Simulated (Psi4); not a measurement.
# One shape, several levels: triplet SiHBr

We compute a comparison of 3 runs (UHF/def2-TZVP, UMP2/def2-TZVP, UCCSD/def2-TZVP) of triplet SiHBr. 

The calculation is run with Psi4 1.11.

### Step 1. The molecule

SiHBr: 3 atoms, total charge 0, spin state triplet. SMILES of the parent species: `[SiH]Br`. The coordinates come from a PBE0-D4/def2-TZVP relaxation. That shape belongs to the parent species and isn't relaxed for this state.

Bond lengths: Si1–Br2 2.245 Å, Si1–H3 1.527 Å. Angles: Br2–Si1–H3 94.0°.

### Step 2. A single-point energy at UHF/def2-TZVP (run 1)

input.inp reads:

```
memory 1.6 GB

molecule m {
  0 3
  Si
  Br 1 2.244791
  H 1 1.527153 2 93.97501
  symmetry c1
}

set {
  reference uhf
  puream true
  e_convergence 1e-09
  d_convergence 1e-08
  scf_type pk
  maxiter 200
}

energy_value = energy("hf/def2-TZVP")
print_variables()
```

Run with:

```sh
$ psi4 -n 1 input.inp input.out
```

input.out:

```text
[...]
  Running in c1 symmetry.
[...]
  Nuclear repulsion =  126.973573387480513
[...]
  Multiplicity = 3
[...]
  Nalpha       = 26
  Nbeta        = 24
[...]
    Number of basis functions: 91
[...]
   @UHF iter   1: -2861.65879078469106   -1.91164e+00   1.33237e-02 ADIIS/DIIS
[...]
   @UHF iter  15: -2861.89490027540887   -2.18279e-11   8.86948e-09 DIIS
[...]
   @S^2 Observed:                2.009389147E+00
[...]
    Orbital Energies [Eh]
    ---------------------
    Alpha Occupied:
       1A   -490.016541     2A    -68.846885     3A    -65.159137
       4A    -58.514413     5A    -58.513376     6A    -58.513064
       7A     -9.833218     8A     -7.444376     9A     -7.439623
      10A     -7.439202    11A     -6.193881    12A     -4.306006
      13A     -4.299838    14A     -4.293358    15A     -3.185379
      16A     -3.183295    17A     -3.183271    18A     -3.177688
      19A     -3.177686    20A     -1.019093    21A     -0.713519
      22A     -0.507650    23A     -0.457266    24A     -0.453430
      25A     -0.404233    26A     -0.308281
    Alpha Virtual:
[...]
  @UHF Final Energy: -2861.89490027540887
   => Energetics <=
    Nuclear Repulsion Energy =            126.9735733874805135
    One-Electron Energy =               -4237.6174257454267718
    Two-Electron Energy =                1248.7489520825374711
    Total Energy =                      -2861.8949002754088724
  UHF NO Occupations:
  HONO-2 :   24  A 1.9972789
  HONO-1 :   25  A 1.0000000
[...]
 Multipole Moments:
 ------------------------------------------------------------------------------------
     Multipole            Electronic (a.u.)      Nuclear  (a.u.)        Total (a.u.)
 ------------------------------------------------------------------------------------
 L = 1.  Multiply by 2.5417464519 to convert [e a0] to [Debye]
 Dipole X            :          1.6413917           -1.5344713            0.1069204
 Dipole Y            :         -6.0346685            6.7627357            0.7280672
 Dipole Z            :         -0.0000000            0.0000000           -0.0000000
 Magnitude           :                                                    0.7358762
[...]
```

It took 3.3 s on 1 thread of Intel Xeon Platinum 8488C (Sapphire Rapids), shared host; peak memory 0.36 GiB.

### Step 3. A single-point energy at UMP2/def2-TZVP (run 2)

brhsi.py reads:

```python
import psi4

psi4.set_memory('1600 MB')
psi4.set_num_threads(1)
psi4.set_output_file('psi4.out', False)

mol = psi4.geometry("""
0 3
Si
Br 1 2.244791
H 1 1.527153 2 93.97501
symmetry c1
""")

psi4.set_options({
    'basis': 'def2-TZVP',
    'reference': 'uhf',
    'puream': True,
    'e_convergence': 1e-09,
    'd_convergence': 1e-08,
    'scf_type': 'pk',
    'num_frozen_docc': 14,
    'mp2_type': 'conv',
    'maxiter': 200,
})

E, wfn = psi4.energy('mp2', return_wfn=True)
print(f'mp2 energy: {E:.10f} Eh')
for k, v in sorted(psi4.core.scalar_variables().items()):
    print(f'{k:45s} {v:18.10f}')
```

Run with:

```sh
$ python brhsi.py
```

psi4.out:

```text
[...]
  Running in c1 symmetry.
[...]
  Nuclear repulsion =  126.973573387480513
[...]
  Multiplicity = 3
[...]
  Nalpha       = 26
  Nbeta        = 24
[...]
    Number of basis functions: 91
[...]
   @UHF iter   1: -2861.65879078469106   -1.91164e+00   1.33237e-02 DIIS/ADIIS
[...]
   @UHF iter  15: -2861.89490027540887   -2.18279e-11   8.86948e-09 DIIS
[...]
   @S^2 Observed:                2.009389147E+00
[...]
    Orbital Energies [Eh]
    ---------------------
    Alpha Occupied:
       1A   -490.016541     2A    -68.846885     3A    -65.159137
       4A    -58.514413     5A    -58.513376     6A    -58.513064
       7A     -9.833218     8A     -7.444376     9A     -7.439623
      10A     -7.439202    11A     -6.193881    12A     -4.306006
      13A     -4.299838    14A     -4.293358    15A     -3.185379
      16A     -3.183295    17A     -3.183271    18A     -3.177688
      19A     -3.177686    20A     -1.019093    21A     -0.713519
      22A     -0.507650    23A     -0.457266    24A     -0.453430
      25A     -0.404233    26A     -0.308281
    Alpha Virtual:
[...]
  @UHF Final Energy: -2861.89490027540887
   => Energetics <=
    Nuclear Repulsion Energy =            126.9735733874805135
    One-Electron Energy =               -4237.6174257454267718
    Two-Electron Energy =                1248.7489520825374711
    Total Energy =                      -2861.8949002754088724
  UHF NO Occupations:
  HONO-2 :   24  A 1.9972789
  HONO-1 :   25  A 1.0000000
[...]
 Multipole Moments:
 ------------------------------------------------------------------------------------
     Multipole            Electronic (a.u.)      Nuclear  (a.u.)        Total (a.u.)
 ------------------------------------------------------------------------------------
 L = 1.  Multiply by 2.5417464519 to convert [e a0] to [Debye]
 Dipole X            :          1.6413917           -1.5344713            0.1069204
 Dipole Y            :         -6.0346685            6.7627357            0.7280672
 Dipole Z            :         -0.0000000            0.0000000           -0.0000000
 Magnitude           :                                                    0.7358762
[...]
	SCS-MP2 Total Energy (a.u.)        : -2862.22626623204496
	SOS-MP2 Total Energy (a.u.)        : -2862.19211627718732
	SCSN-MP2 Total Energy (a.u.)       : -2862.07521203705619
[...]
	SOS-PI-MP2 Total Energy (a.u.)     : -2862.24165227748381
[...]
	MP2 Total Energy (a.u.)            : -2862.24503014146330
[...]
```

Standard output:

```text
mp2 energy: -2862.2450301415 Eh
CURRENT CORRELATION ENERGY                         -0.3501298661
CURRENT ENERGY                                  -2862.2450301415
CURRENT REFERENCE ENERGY                        -2861.8949002754
DD SOLVATION ENERGY                                 0.0000000000
HF KINETIC ENERGY                                2861.8238779011
HF POTENTIAL ENERGY                             -5723.7187781765
HF TOTAL ENERGY                                 -2861.8949002754
HF VIRIAL RATIO                                     2.0000248172
MP2 CORRELATION ENERGY                             -0.3501298661
MP2 DOUBLES ENERGY                                 -0.3501298661
MP2 OPPOSITE-SPIN CORRELATION ENERGY               -0.2476800015
MP2 SAME-SPIN CORRELATION ENERGY                   -0.1024498646
MP2 SINGLES ENERGY                                  0.0000000000
MP2 TOTAL ENERGY                                -2862.2450301415
NUCLEAR REPULSION ENERGY                          126.9735733875
ONE-ELECTRON ENERGY                             -4237.6174257454
PCM POLARIZATION ENERGY                             0.0000000000
PE ENERGY                                           0.0000000000
SCF ITERATION ENERGY                            -2861.8949002754
SCF ITERATIONS                                     15.0000000000
SCF TOTAL ENERGY                                -2861.8949002754
SCS(N)-MP2 CORRELATION ENERGY                      -0.1803117616
SCS(N)-MP2 TOTAL ENERGY                         -2862.0752120371
SCS-MP2 CORRELATION ENERGY                         -0.3313659566
SCS-MP2 TOTAL ENERGY                            -2862.2262662320
SCS-MP2-VDW CORRELATION ENERGY                     -0.3682553342
SCS-MP2-VDW TOTAL ENERGY                        -2862.2631556096
SOS-MP2 CORRELATION ENERGY                         -0.2972160018
SOS-MP2 TOTAL ENERGY                            -2862.1921162772
SOS-PI-MP2 CORRELATION ENERGY                      -0.3467520021
SOS-PI-MP2 TOTAL ENERGY                         -2862.2416522775
TWO-ELECTRON ENERGY                              1248.7489520825
```

It took 5.4 s on 1 thread of Intel Xeon Platinum 8488C (Sapphire Rapids), shared host; peak memory 0.47 GiB.

### Step 4. The energy at UCCSD/def2-TZVP (run 3)

input.in reads:

```
memory 1600 mb

molecule mol {
  0 3
  Si
  Br 1 R2
  H 1 R3 2 A3

  R2 = 2.244791
  R3 = 1.527153
  A3 = 93.97501
  symmetry c1
}

set basis def2-TZVP
set reference uhf
set puream true
set e_convergence 1e-09
set d_convergence 1e-08
set scf_type pk
set num_frozen_docc 14
set maxiter 200

result, w = energy("ccsd", return_wfn=True)
```

Run with:

```sh
$ psi4 -n 1 input.in input.out
```

input.out:

```text
[...]
  Running in c1 symmetry.
[...]
  Nuclear repulsion =  126.973573387480513
[...]
  Multiplicity = 3
[...]
  Nalpha       = 26
  Nbeta        = 24
[...]
    Number of basis functions: 91
[...]
   @UHF iter   1: -2861.65879078469106   -1.91164e+00   1.33237e-02 ADIIS/DIIS
[...]
   @UHF iter  15: -2861.89490027540887   -2.18279e-11   8.86948e-09 DIIS
[...]
   @S^2 Observed:                2.009389147E+00
[...]
    Orbital Energies [Eh]
    ---------------------
    Alpha Occupied:
       1A   -490.016541     2A    -68.846885     3A    -65.159137
       4A    -58.514413     5A    -58.513376     6A    -58.513064
       7A     -9.833218     8A     -7.444376     9A     -7.439623
      10A     -7.439202    11A     -6.193881    12A     -4.306006
      13A     -4.299838    14A     -4.293358    15A     -3.185379
      16A     -3.183295    17A     -3.183271    18A     -3.177688
      19A     -3.177686    20A     -1.019093    21A     -0.713519
      22A     -0.507650    23A     -0.457266    24A     -0.453430
      25A     -0.404233    26A     -0.308281
    Alpha Virtual:
[...]
  @UHF Final Energy: -2861.89490027540887
   => Energetics <=
    Nuclear Repulsion Energy =            126.9735733874805135
    One-Electron Energy =               -4237.6174257454267718
    Two-Electron Energy =                1248.7489520825374711
    Total Energy =                      -2861.8949002754088724
  UHF NO Occupations:
  HONO-2 :   24  A 1.9972789
  HONO-1 :   25  A 1.0000000
[...]
 Multipole Moments:
 ------------------------------------------------------------------------------------
     Multipole            Electronic (a.u.)      Nuclear  (a.u.)        Total (a.u.)
 ------------------------------------------------------------------------------------
 L = 1.  Multiply by 2.5417464519 to convert [e a0] to [Debye]
 Dipole X            :          1.6413917           -1.5344713            0.1069204
 Dipole Y            :         -6.0346685            6.7627357            0.7280672
 Dipole Z            :         -0.0000000            0.0000000           -0.0000000
 Magnitude           :                                                    0.7358762
[...]
      * MP2 total energy                      = -2862.245030141464667
[...]
      * CCSD total energy                     = -2862.266333283175754
[...]
```

It took 46 s on 1 thread of Intel Xeon Platinum 8488C (Sapphire Rapids), shared host; peak memory 0.59 GiB.

### Step 5. Overview of the runs

```tsv
run	level	frozen core orbitals	mp2 type	energy (Eh)	HOMO energy (eV)	LUMO energy (eV)	⟨S²⟩	wall time
1	UHF/def2-TZVP	0	–	-2861.894900	-8.39	-0.61	2.009	3.3 s
2	UMP2/def2-TZVP	14	conv	-2862.245030	-8.39	-0.61	2.009	5.4 s
3	UCCSD/def2-TZVP	14	–	-2862.266333	-8.39	-0.61	2.009	46 s
```

### Step 6. What came out

| quantity | value |
| --- | --- |
| run 3: total energy | -2862.26633 Eh |
| run 3: HOMO energy (Hartree–Fock orbitals) (highest over α and β) | -8.39 eV |
| run 3: LUMO energy (Hartree–Fock orbitals) (lowest over α and β) | -0.61 eV |
| run 3: correlation energy (14 core orbitals frozen) | -371.4 mEh |
| run 3: ⟨S²⟩ of the reference determinant | 2.009 |
| run 3: T1 diagnostic | 0.026 |

**Reading.** Below the UHF energy at the same shape and in the same basis (def2-TZVP): UMP2 -350.1 mEh; UCCSD -371.4 mEh. All runs together took 55 s, the longest 46 s.
